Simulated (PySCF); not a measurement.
# C5H3ClN2S: the cost of one run

Computed with PySCF 2.14.0 and routines of our own; the level stands in each step. Atoms count from 0.

## 1. The starting structure

12 atoms, charge 0, multiplicity 1; geometry from: GFN2-xTB.

## 2. Magnetic properties: GIAO B3LYP/pcSseg-1

The job: settings as JSON, then the geometry in Å.

```
{"job": {"kind": "mag", "xc": "B3LYP", "basis": "pcSseg-1", "isotopologues": 0}, "charge": 0, "multiplicity": 1}
C     -3.041179    -0.222538     0.249974
C     -1.606450    -0.165081     0.187369
C     -0.402927    -0.105385     0.137378
C      0.985421    -0.064952     0.070124
N      1.744313     0.955108     0.341153
C      3.029221     0.614600     0.162856
Cl     4.249483     1.746766     0.441504
N      3.322272    -0.597651    -0.227578
S      1.954959    -1.456867    -0.415238
H     -3.369064    -1.254413     0.370572
H     -3.464967     0.179575    -0.670046
H     -3.399884     0.370154     1.090626
```

With the program's defaults for keys left out, this is: GIAO B3LYP/pcSseg-1 magnetisability, rotational g tensor and spin-rotation constants, non-relativistic, gas phase.

Started as:

```
> OMP_NUM_THREADS=1 python excited_run.py task.json out
```

The driver reads the jobs from task.json and runs them one after another.

**Question.** How long does this first job take on 1 thread of Arm Neoverse V2, shared host, and how much memory does it need?

About 27 s, with a peak of 0.82 GiB.
